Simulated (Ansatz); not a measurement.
# C₃H₁₂BN₃: small, medium and large basis sets

One table from this session's results is given with a row withheld; the runs are named, their logs left out.

Computed with Ansatz 0.2.0, Gaussian basis. Level: one geometry, several basis sets.

Levels to be run: PBE0-D4/def2-SVP; ωB97M-V/def2-SVP; PBE0-D4/def2-QZVPP; ωB97M-V/def2-QZVPP; the functionals' def2-TZVPP values are taken from earlier runs.

## The relaxed structure

All runs share one geometry, relaxed beforehand with PBE0-D4 in a triple-zeta def2 set.

19 atoms, charge 0, spin multiplicity 1.

Atoms are counted from 1 here; the program's logs count them from 0.

Bond lengths: C1–N2 1.438 Å, C1–H8 1.094 Å, C1–H9 1.093 Å, C1–H10 1.100 Å, N2–B3 1.428 Å, N2–H11 1.004 Å, B3–N4 1.428 Å, B3–N6 1.428 Å, N4–C5 1.438 Å, N4–H12 1.004 Å, C5–H13 1.100 Å, C5–H14 1.093 Å, C5–H15 1.094 Å, N6–C7 1.438 Å, N6–H16 1.004 Å, C7–H17 1.093 Å, C7–H18 1.094 Å, C7–H19 1.100 Å. Angles: N2–C1–H8 110.1°, N2–C1–H9 110.9°, N2–C1–H10 113.7°, H8–C1–H9 106.8°, H8–C1–H10 107.7°, H9–C1–H10 107.4°, C1–N2–B3 125.1°, C1–N2–H11 114.6°, B3–N2–H11 119.0°, N2–B3–N4 120.0°, N2–B3–N6 120.0°, N4–B3–N6 120.0°, B3–N4–C5 125.1°, B3–N4–H12 119.0°, C5–N4–H12 114.6°, N4–C5–H13 113.7°, N4–C5–H14 110.9°, N4–C5–H15 110.1° and more.

The first run:

File in.yaml:

```yaml
crystal:
  periodic: [false, false, false]
  atoms:
    - {symbol: C, position_ang: [-1.256709, 2.188607, -0.308301]}
    - {symbol: N, position_ang: [-0.258847, 1.224544, -0.684955]}
    - {symbol: B, position_ang: [0.024877, 0.017273, 0.022939]}
    - {symbol: N, position_ang: [0.981646, -0.906672, -0.496699]}
    - {symbol: C, position_ang: [1.696282, -0.748217, -1.734116]}
    - {symbol: N, position_ang: [-0.685956, -0.290506, 1.222553]}
    - {symbol: C, position_ang: [-0.549503, -1.507918, 1.975089]}
    - {symbol: H, position_ang: [-2.158851, 1.679115, 0.041937]}
    - {symbol: H, position_ang: [-1.551876, 2.798740, -1.165764]}
    - {symbol: H, position_ang: [-0.931018, 2.875553, 0.487013]}
    - {symbol: H, position_ang: [0.391316, 1.545390, -1.379369]}
    - {symbol: H, position_ang: [1.344495, -1.622061, 0.106979]}
    - {symbol: H, position_ang: [2.565415, -0.077592, -1.660945]}
    - {symbol: H, position_ang: [2.057966, -1.712148, -2.101036]}
    - {symbol: H, position_ang: [1.031184, -0.346910, -2.503980]}
    - {symbol: H, position_ang: [-1.171492, 0.445480, 1.702600]}
    - {symbol: H, position_ang: [-1.430552, -1.681274, 2.598255]}
    - {symbol: H, position_ang: [-0.469439, -2.362368, 1.297139]}
    - {symbol: H, position_ang: [0.329162, -1.523336, 2.637060]}
basis:
  gaussian: {orbitals: def2-SVP}
hamiltonian: {xc: pbe0, dispersion: d4}
output: {orbitals: {seedname: orbitals}}
```

The run is started by

```bash
> ansatz run in.yaml --threads 2 --pin off --events-out ev --progress --plain --max-ram 32768MiB --backend cpu
```

Steps of the session up to this table: PBE0-D4 in def2-SVP; ωB97M-V in def2-SVP; PBE0-D4 in def2-QZVPP; ωB97M-V in def2-QZVPP.

One table of the session follows, with a row left open; its other results are not shown here.

```
functional       basis  HOMO (eV)  LUMO (eV)
   PBE0-D4    def2-SVP      -5.83       1.89
   PBE0-D4  def2-TZVPP          ?          ?
   PBE0-D4  def2-QZVPP      -6.09       0.60
   ωB97M-V    def2-SVP      -8.17       3.51
   ωB97M-V  def2-TZVPP      -8.39       2.35
   ωB97M-V  def2-QZVPP      -8.42       1.63
```

**Question.** Estimate the row for PBE0-D4, def2-TZVPP.

**Answer.** HOMO (eV): -6.05; LUMO (eV): 1.05. In the column «HOMO (eV)» it lies between PBE0-D4, def2-QZVPP (-6.09) and PBE0-D4, def2-SVP (-5.83).
